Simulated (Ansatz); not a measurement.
# SnSe: a sublattice displacement scan

This session takes SnSe and sets out to map the energy as every Sn atom is pushed off its site.

Computed with Ansatz 0.2.0 (DFT r2SCAN, scalar-relativistic, plane waves, PAW, unless a step's input says otherwise).

### 1 The structure to begin with

Symmetry: P4/nmm, No. 129, tetragonal system. Conventional cell: a = 4.285 Å, b = 4.285 Å, c = 10.991 Å, α = 90.00°, β = 90.00°, γ = 90.00°. Around Sn (site symmetry 4mm) lie 5 Se at 2.68 to 3.03 Å. Around Se (site symmetry 4mm) lie 5 Sn at 2.68 to 3.03 Å.

Coordinates:

```xyz
4
Lattice="4.2853 0.0000 0.0000 0.0000 4.2853 0.0000 0.0000 0.0000 10.9907" Properties=species:S:1:pos:R:3 pbc="T T T"
Sn    2.1427    0.0000    4.0911
Sn    0.0000    2.1427    6.8996
Se    2.1427    0.0000    6.7707
Se    0.0000    2.1427    4.2200
```

It goes back to an entry of the Materials Project, which need not be the stable form.

The cell is taken as given, not relaxed at this level.

### 2 Zero of energy

The reference gives a free energy of -23035.0007 eV, pressure 0.00 GPa, largest force 0.014 eV/Å and gap on the mesh 1.78 eV. It was computed beforehand with the settings of the runs below.

### 3 Next: a sublattice displacement scan

Every Sn atom is moved by x along the Cartesian unit vector (0.000, 0.000, 1.000); the cell and all other atoms stay fixed. Forces below are components along that vector, summed over the moved atoms.

### 4 At x = -0.100 Å

File input.yaml:

```yaml
crystal:
  lattice:
    - [4.2853274191, 0.0, 0.0]
    - [0.0, 4.2853274191, 0.0]
    - [0.0, 0.0, 10.99069213]
  atoms:
    - { symbol: Sn, position: [0.5, 0.0, 0.3631305019] }
    - { symbol: Sn, position: [0.0, 0.5, 0.6186722819] }
    - { symbol: Se, position: [0.5, 0.0, 0.61603949] }
    - { symbol: Se, position: [0.0, 0.5, 0.38396051] }
basis:
  ecutwfc: 500
kpoints:
  mp_grid: { grid: [6, 6, 4] }
hamiltonian:
  xc: r2scan
scf:
  occupations: { method: gaussian, width: 0.05 }
output:
  forces: true
  stress: true
  eigenvalues: true
```

Command:

```bash
> ansatz run input.yaml --threads 1 --pin off --max-ram 2560MiB --backend cpu --events-out ev --progress --plain --runs-dir out
```

Standard output, cut to the lines that bear on the results:

```text
Warning: RAYON_NUM_THREADS=1 ignored (pool sized by the plan → 1); use --threads N
[...]
Pseudopotentials: kind: paw
Pseudopotential: Sn, paw, valence charge 14, recommended cutoff 500 eV (meta_gga), Sn.paw.azcp
Pseudopotential: Se, paw, valence charge 16, recommended cutoff 500 eV (meta_gga), Se.paw.azcp
Functional definition: r2SCAN
[...]
Crystal: 4 atoms, lattice volume = 201.833 Å³
Basis set: ecut = 500 eV, 5113 PW (Γ), exchange–correlation on 128×128×324 points (64 copies of the dense FFT grid, shifted against one another)
Bands: 36, of which v1, the nominal top of the filled ones, is band 30 counted from 1 (29 counted from 0)
Symmetry: 8 space group operations
Space group: P4mm (ITA 99), of the structure as read, at distance tolerance 5.9e-5 Å
k-points: 30 of 144 (time reversal used)
[...]
SCF iter   1: F=—  HF=-23034.916750 eV  |F-HF|=—  |Δ(HF+E_count)|=         —  Δρ=4.05e-3  dr2=7.31e-2  dr2_τ=8.04e-3  ethr=1.77e-3  ⟨swp⟩=7.1  Hψ=4536  notcnv=0  defer=2
[...]
SCF iter   8: F=-23034.928736 eV  HF=-23034.928736 eV  |F-HF|=5.92e-8  |Δ(HF+E_count)|=   9.27e-7  Δρ=3.64e-6  dr2=3.24e-8  dr2_τ=6.59e-10  ethr=1.67e-10  ⟨swp⟩=7.9  Hψ=4881  notcnv=0
[...]
SCF converged after 8 iterations
Free energy (F): -23034.928736 eV
[...]
E sigma→0 (E₀):  -23034.928736 eV
Fermi energy:    3.286969 eV
[...]
--- Forces (eV/Å), atoms counted from 1 ---
  atom   1  Sn     0.00000000     0.00000000     0.60219612
  atom   2  Sn    -0.00000000     0.00000000     0.84695023
  atom   3  Se     0.00000000     0.00000000    -0.62214966
  atom   4  Se     0.00000000     0.00000000    -0.82699637
[...]
--- Stress (GPa, compression-positive) ---
       -0.024782       0.000000       0.000000
        0.000000      -0.024782       0.000000
        0.000000       0.000000       0.359799
  P = ⅓ Tr σ = 0.1034 GPa (1.034 kbar)
--- Band table (eV; the first three rows and the last of 30) ---
[...]
```

Wall time 10 s (1 thread of AMD EPYC 9R45 (Zen 5), shared host); peak memory 0.84 GiB.

### 5 Point x = 0.075 Å

input.yaml, as its differences from that of step 4:

```diff
@@ -6,4 +6,4 @@
   atoms:
-    - { symbol: Sn, position: [0.5, 0.0, 0.3631305019] }
-    - { symbol: Sn, position: [0.0, 0.5, 0.6186722819] }
+    - { symbol: Sn, position: [0.5, 0.0, 0.379053066] }
+    - { symbol: Sn, position: [0.0, 0.5, 0.634594846] }
     - { symbol: Se, position: [0.5, 0.0, 0.61603949] }
```

Command:

```bash
> ansatz run input.yaml --threads 1 --pin off --max-ram 2560MiB --backend cpu --events-out ev --progress --plain --runs-dir out
```

Standard output, cut to the lines that bear on the results:

```text
Warning: RAYON_NUM_THREADS=1 ignored (pool sized by the plan → 1); use --threads N
[...]
[... 4 set-up lines as earlier in the session ...]
[...]
Crystal: 4 atoms, lattice volume = 201.833 Å³
Basis set: ecut = 500 eV, 5113 PW (Γ), exchange–correlation on 128×128×324 points (64 copies of the dense FFT grid, shifted against one another)
Bands: 36, of which v1, the nominal top of the filled ones, is band 30 counted from 1 (29 counted from 0)
[... 2 set-up lines as earlier in the session ...]
k-points: 30 of 144 (time reversal used)
[...]
SCF iter   1: F=—  HF=-23034.945924 eV  |F-HF|=—  |Δ(HF+E_count)|=         —  Δρ=3.95e-3  dr2=5.88e-2  dr2_τ=7.88e-3  ethr=1.77e-3  ⟨swp⟩=7.2  Hψ=4549  notcnv=0  defer=1
[...]
SCF iter   8: F=-23034.960332 eV  HF=-23034.960332 eV  |F-HF|=1.09e-8  |Δ(HF+E_count)|=   2.87e-7  Δρ=1.66e-6  dr2=6.62e-9  dr2_τ=1.75e-10  ethr=1.67e-10  ⟨swp⟩=9.2  Hψ=4734  notcnv=0
[...]
SCF converged after 8 iterations
Free energy (F): -23034.960332 eV
[...]
E sigma→0 (E₀):  -23034.960332 eV
Fermi energy:    3.263809 eV
[...]
--- Forces (eV/Å), atoms counted from 1 ---
  atom   1  Sn     0.00000000     0.00000000    -0.60993412
  atom   2  Sn    -0.00000000     0.00000000    -0.46981602
  atom   3  Se     0.00000000     0.00000000     0.59119681
  atom   4  Se    -0.00000000     0.00000000     0.48854447
[...]
--- Stress (GPa, compression-positive) ---
       -0.006452       0.000000       0.000000
        0.000000      -0.006452       0.000000
        0.000000       0.000000       0.191781
  P = ⅓ Tr σ = 0.0596 GPa (0.596 kbar)
--- Band table (eV; the first three rows and the last of 30) ---
[...]
```

Wall time 9.4 s (1 thread of AMD EPYC 9R45 (Zen 5), shared host); peak memory 0.84 GiB.

### 6 x = -0.050 Å

input.yaml, as its differences from that of step 5:

```diff
@@ -6,4 +6,4 @@
   atoms:
-    - { symbol: Sn, position: [0.5, 0.0, 0.379053066] }
-    - { symbol: Sn, position: [0.0, 0.5, 0.634594846] }
+    - { symbol: Sn, position: [0.5, 0.0, 0.367679806] }
+    - { symbol: Sn, position: [0.0, 0.5, 0.623221586] }
     - { symbol: Se, position: [0.5, 0.0, 0.61603949] }
```

Command:

```bash
> ansatz run input.yaml --threads 1 --pin off --max-ram 2560MiB --backend cpu --events-out ev --progress --plain --runs-dir out
```

Standard output, cut to the lines that bear on the results:

```text
[...]
SCF converged after 8 iterations
Free energy (F): -23034.982775 eV
[...]
E sigma→0 (E₀):  -23034.982775 eV
Fermi energy:    3.235507 eV
[...]
--- Forces (eV/Å), atoms counted from 1 ---
  atom   1  Sn     0.00000000     0.00000000     0.32532008
  atom   2  Sn    -0.00000000     0.00000000     0.39114998
  atom   3  Se    -0.00000000     0.00000000    -0.34317187
  atom   4  Se     0.00000000     0.00000000    -0.37329079
[...]
--- Stress (GPa, compression-positive) ---
        0.006485       0.000000       0.000000
        0.000000       0.006485       0.000000
        0.000000       0.000000       0.072404
  P = ⅓ Tr σ = 0.0285 GPa (0.285 kbar)
--- Band table (eV; the first three rows and the last of 30) ---
[...]
```

It took 9.5 s on 1 thread of AMD EPYC 9R45 (Zen 5), shared host; peak memory 0.83 GiB.

### 7 At x = 0.025 Å

input.yaml, as its differences from that of step 6:

```diff
@@ -6,4 +6,4 @@
   atoms:
-    - { symbol: Sn, position: [0.5, 0.0, 0.367679806] }
-    - { symbol: Sn, position: [0.0, 0.5, 0.623221586] }
+    - { symbol: Sn, position: [0.5, 0.0, 0.374503762] }
+    - { symbol: Sn, position: [0.0, 0.5, 0.630045542] }
     - { symbol: Se, position: [0.5, 0.0, 0.61603949] }
```

Command:

```bash
> ansatz run input.yaml --threads 1 --pin off --max-ram 2560MiB --backend cpu --events-out ev --progress --plain --runs-dir out
```

Standard output, cut to the lines that bear on the results:

```text
Warning: RAYON_NUM_THREADS=1 ignored (pool sized by the plan → 1); use --threads N
[...]
[... 4 set-up lines as earlier in the session ...]
[...]
Crystal: 4 atoms, lattice volume = 201.833 Å³
Basis set: ecut = 500 eV, 5113 PW (Γ), exchange–correlation on 128×128×324 points (64 copies of the dense FFT grid, shifted against one another)
Bands: 36, of which v1, the nominal top of the filled ones, is band 30 counted from 1 (29 counted from 0)
[... 2 set-up lines as earlier in the session ...]
k-points: 30 of 144 (time reversal used)
[...]
SCF iter   1: F=—  HF=-23034.978958 eV  |F-HF|=—  |Δ(HF+E_count)|=         —  Δρ=3.83e-3  dr2=4.22e-2  dr2_τ=7.71e-3  ethr=1.77e-3  ⟨swp⟩=7.1  Hψ=4514  notcnv=0  defer=1
[...]
SCF iter   8: F=-23034.996190 eV  HF=-23034.996190 eV  |F-HF|=5.08e-9  |Δ(HF+E_count)|=   4.98e-7  Δρ=1.71e-6  dr2=8.79e-9  dr2_τ=1.93e-10  ethr=1.67e-10  ⟨swp⟩=10.8  Hψ=4849  notcnv=0
[...]
SCF converged after 8 iterations
Free energy (F): -23034.996190 eV
[...]
E sigma→0 (E₀):  -23034.996190 eV
Fermi energy:    3.230760 eV
[...]
--- Forces (eV/Å), atoms counted from 1 ---
  atom   1  Sn     0.00000000     0.00000000    -0.18931048
  atom   2  Sn    -0.00000000     0.00000000    -0.16790716
  atom   3  Se    -0.00000000     0.00000000     0.17200243
  atom   4  Se     0.00000000     0.00000000     0.18520359
[...]
--- Stress (GPa, compression-positive) ---
        0.014232       0.000000       0.000000
        0.000000       0.014232       0.000000
        0.000000       0.000000       0.001004
  P = ⅓ Tr σ = 0.0098 GPa (0.098 kbar)
--- Band table (eV; the first three rows and the last of 30) ---
[...]
```

It took 9.7 s on 1 thread of AMD EPYC 9R45 (Zen 5), shared host; peak memory 0.83 GiB.

### 8 Point x = 0.087 Å

input.yaml, as its differences from that of step 7:

```diff
@@ -6,4 +6,4 @@
   atoms:
-    - { symbol: Sn, position: [0.5, 0.0, 0.374503762] }
-    - { symbol: Sn, position: [0.0, 0.5, 0.630045542] }
+    - { symbol: Sn, position: [0.5, 0.0, 0.3801903921] }
+    - { symbol: Sn, position: [0.0, 0.5, 0.6357321721] }
     - { symbol: Se, position: [0.5, 0.0, 0.61603949] }
```

Command:

```bash
> ansatz run input.yaml --threads 1 --pin off --max-ram 2560MiB --backend cpu --events-out ev --progress --plain --runs-dir out
```

Standard output, cut to the lines that bear on the results:

```text
[...]
SCF converged after 8 iterations
Free energy (F): -23034.945688 eV
[...]
E sigma→0 (E₀):  -23034.945688 eV
Fermi energy:    3.275366 eV
[...]
--- Forces (eV/Å), atoms counted from 1 ---
  atom   1  Sn     0.00000000     0.00000000    -0.72610911
  atom   2  Sn    -0.00000000     0.00000000    -0.53747111
  atom   3  Se     0.00000000     0.00000000     0.70676483
  atom   4  Se     0.00000000     0.00000000     0.55681701
[...]
--- Stress (GPa, compression-positive) ---
       -0.015030       0.000000       0.000000
        0.000000      -0.015030       0.000000
        0.000000       0.000000       0.269710
  P = ⅓ Tr σ = 0.0799 GPa (0.799 kbar)
--- Band table (eV; the first three rows and the last of 30) ---
[...]
```

Run time: 10 s. Hardware: 1 thread of AMD EPYC 9R45 (Zen 5), shared host; peak memory 0.84 GiB.

### 9 At x = 0.062 Å

input.yaml, as its differences from that of step 8:

```diff
@@ -6,4 +6,4 @@
   atoms:
-    - { symbol: Sn, position: [0.5, 0.0, 0.3801903921] }
-    - { symbol: Sn, position: [0.0, 0.5, 0.6357321721] }
+    - { symbol: Sn, position: [0.5, 0.0, 0.37791574] }
+    - { symbol: Sn, position: [0.0, 0.5, 0.63345752] }
     - { symbol: Se, position: [0.5, 0.0, 0.61603949] }
```

Command:

```bash
> ansatz run input.yaml --threads 1 --pin off --max-ram 2560MiB --backend cpu --events-out ev --progress --plain --runs-dir out
```

Standard output, cut to the lines that bear on the results:

```text
Warning: RAYON_NUM_THREADS=1 ignored (pool sized by the plan → 1); use --threads N
[...]
[... 4 set-up lines as earlier in the session ...]
[...]
Crystal: 4 atoms, lattice volume = 201.833 Å³
Basis set: ecut = 500 eV, 5113 PW (Γ), exchange–correlation on 128×128×324 points (64 copies of the dense FFT grid, shifted against one another)
Bands: 36, of which v1, the nominal top of the filled ones, is band 30 counted from 1 (29 counted from 0)
[... 2 set-up lines as earlier in the session ...]
k-points: 30 of 144 (time reversal used)
[...]
SCF iter   1: F=—  HF=-23034.957316 eV  |F-HF|=—  |Δ(HF+E_count)|=         —  Δρ=3.91e-3  dr2=5.31e-2  dr2_τ=7.82e-3  ethr=1.77e-3  ⟨swp⟩=7.2  Hψ=4540  notcnv=0
[...]
SCF iter   8: F=-23034.972689 eV  HF=-23034.972689 eV  |F-HF|=8.40e-9  |Δ(HF+E_count)|=   4.04e-7  Δρ=1.67e-6  dr2=7.48e-9  dr2_τ=2.19e-10  ethr=1.67e-10  ⟨swp⟩=9.2  Hψ=4653  notcnv=0
[...]
SCF converged after 8 iterations
Free energy (F): -23034.972689 eV
[...]
E sigma→0 (E₀):  -23034.972689 eV
Fermi energy:    3.251345 eV
[...]
--- Forces (eV/Å), atoms counted from 1 ---
  atom   1  Sn     0.00000000     0.00000000    -0.49834920
  atom   2  Sn    -0.00000000     0.00000000    -0.39913684
  atom   3  Se     0.00000000     0.00000000     0.48008938
  atom   4  Se    -0.00000000     0.00000000     0.41738380
[...]
--- Stress (GPa, compression-positive) ---
        0.000662       0.000000       0.000000
        0.000000       0.000662       0.000000
        0.000000       0.000000       0.126057
  P = ⅓ Tr σ = 0.0425 GPa (0.425 kbar)
--- Band table (eV; the first three rows and the last of 30) ---
[...]
```

It took 9.3 s on 1 thread of AMD EPYC 9R45 (Zen 5), shared host; peak memory 0.83 GiB.

### 10 At x = 0.037 Å

input.yaml, as its differences from that of step 9:

```diff
@@ -6,4 +6,4 @@
   atoms:
-    - { symbol: Sn, position: [0.5, 0.0, 0.37791574] }
-    - { symbol: Sn, position: [0.0, 0.5, 0.63345752] }
+    - { symbol: Sn, position: [0.5, 0.0, 0.375641088] }
+    - { symbol: Sn, position: [0.0, 0.5, 0.631182868] }
     - { symbol: Se, position: [0.5, 0.0, 0.61603949] }
```

Command:

```bash
> ansatz run input.yaml --threads 1 --pin off --max-ram 2560MiB --backend cpu --events-out ev --progress --plain --runs-dir out
```

Standard output, cut to the lines that bear on the results:

```text
[...]
SCF converged after 8 iterations
Free energy (F): -23034.990605 eV
[...]
E sigma→0 (E₀):  -23034.990605 eV
Fermi energy:    3.232508 eV
[...]
--- Forces (eV/Å), atoms counted from 1 ---
  atom   1  Sn     0.00000000     0.00000000    -0.28817522
  atom   2  Sn    -0.00000000     0.00000000    -0.24828086
  atom   3  Se     0.00000000     0.00000000     0.27064021
  atom   4  Se    -0.00000000     0.00000000     0.26580759
[...]
--- Stress (GPa, compression-positive) ---
        0.011016       0.000000       0.000000
        0.000000       0.011016       0.000000
        0.000000       0.000000       0.030739
  P = ⅓ Tr σ = 0.0176 GPa (0.176 kbar)
--- Band table (eV; the first three rows and the last of 30) ---
[...]
```

Wall time 9.5 s (1 thread of AMD EPYC 9R45 (Zen 5), shared host); peak memory 0.84 GiB.

### 11 Point x = 0.013 Å

input.yaml, as its differences from that of step 10:

```diff
@@ -6,4 +6,4 @@
   atoms:
-    - { symbol: Sn, position: [0.5, 0.0, 0.375641088] }
-    - { symbol: Sn, position: [0.0, 0.5, 0.631182868] }
+    - { symbol: Sn, position: [0.5, 0.0, 0.373366436] }
+    - { symbol: Sn, position: [0.0, 0.5, 0.628908216] }
     - { symbol: Se, position: [0.5, 0.0, 0.61603949] }
```

Command:

```bash
> ansatz run input.yaml --threads 1 --pin off --max-ram 2560MiB --backend cpu --events-out ev --progress --plain --runs-dir out
```

Standard output, cut to the lines that bear on the results:

```text
Warning: RAYON_NUM_THREADS=1 ignored (pool sized by the plan → 1); use --threads N
[...]
[... 4 set-up lines as earlier in the session ...]
[...]
Crystal: 4 atoms, lattice volume = 201.833 Å³
Basis set: ecut = 500 eV, 5113 PW (Γ), exchange–correlation on 128×128×324 points (64 copies of the dense FFT grid, shifted against one another)
Bands: 36, of which v1, the nominal top of the filled ones, is band 30 counted from 1 (29 counted from 0)
[... 2 set-up lines as earlier in the session ...]
k-points: 30 of 144 (time reversal used)
[...]
SCF iter   1: F=—  HF=-23034.982040 eV  |F-HF|=—  |Δ(HF+E_count)|=         —  Δρ=3.82e-3  dr2=4.07e-2  dr2_τ=7.69e-3  ethr=1.77e-3  ⟨swp⟩=7.2  Hψ=4510  notcnv=0  defer=1
[...]
SCF iter   8: F=-23034.999538 eV  HF=-23034.999538 eV  |F-HF|=4.42e-9  |Δ(HF+E_count)|=   6.44e-7  Δρ=1.92e-6  dr2=1.10e-8  dr2_τ=2.53e-10  ethr=1.67e-10  ⟨swp⟩=10.7  Hψ=4831  notcnv=0
[...]
SCF converged after 8 iterations
Free energy (F): -23034.999538 eV
[...]
E sigma→0 (E₀):  -23034.999538 eV
Fermi energy:    3.229653 eV
[...]
--- Forces (eV/Å), atoms counted from 1 ---
  atom   1  Sn     0.00000000     0.00000000    -0.09440568
  atom   2  Sn    -0.00000000     0.00000000    -0.08410234
  atom   3  Se     0.00000000     0.00000000     0.07723751
  atom   4  Se    -0.00000000     0.00000000     0.10125257
[...]
--- Stress (GPa, compression-positive) ---
        0.016148       0.000000       0.000000
        0.000000       0.016148       0.000000
        0.000000       0.000000      -0.016836
  P = ⅓ Tr σ = 0.0052 GPa (0.052 kbar)
--- Band table (eV; the first three rows and the last of 30) ---
[...]
```

Run time: 9.5 s. Hardware: 1 thread of AMD EPYC 9R45 (Zen 5), shared host; peak memory 0.84 GiB.

### 12 The scan collected

All points in order; energies are free energies above the reference cell:

```tsv
x (Å)	ΔE (meV/cell)	force on the moved atoms (eV/Å)	pressure (GPa)	gap on the mesh (eV)
-0.100	71.9	1.449	0.1	1.55
-0.050	17.9	0.716	0.0	1.75
0.000	0.0	0.000	0.0	1.78
0.013	1.1	-0.178	0.0	1.78
0.025	4.5	-0.357	0.0	1.77
0.037	10.0	-0.536	0.0	1.76
0.062	28.0	-0.897	0.0	1.70
0.075	40.3	-1.080	0.1	1.65
0.087	55.0	-1.264	0.1	1.60
```

Not run, since symmetry makes them alike: 0.100 repeats -0.100, -0.075 repeats 0.075, 0.050 repeats -0.050, -0.025 repeats 0.025. Energy, pressure and gap are the same there.

### 13 Results

| quantity | value |
| --- | --- |
| force constant along x, from the points at -0.050, 0 and 0.013 Å | 14.29 eV/Å² for the 2 moved atoms together |

In words: Near the site the force constant is 14.29 eV/Å² for the 2 atoms together, 7.14 on average. No sampled point lies below the undisturbed cell. The gap on the mesh stays between 1.55 and 1.78 eV. The cell holds empty space of several Å, a single layer or slab in vacuum, so volume, pressure and the long edge depend on that space.

Spin-orbit coupling is left out, though the cell holds Sn; it can move the gap.
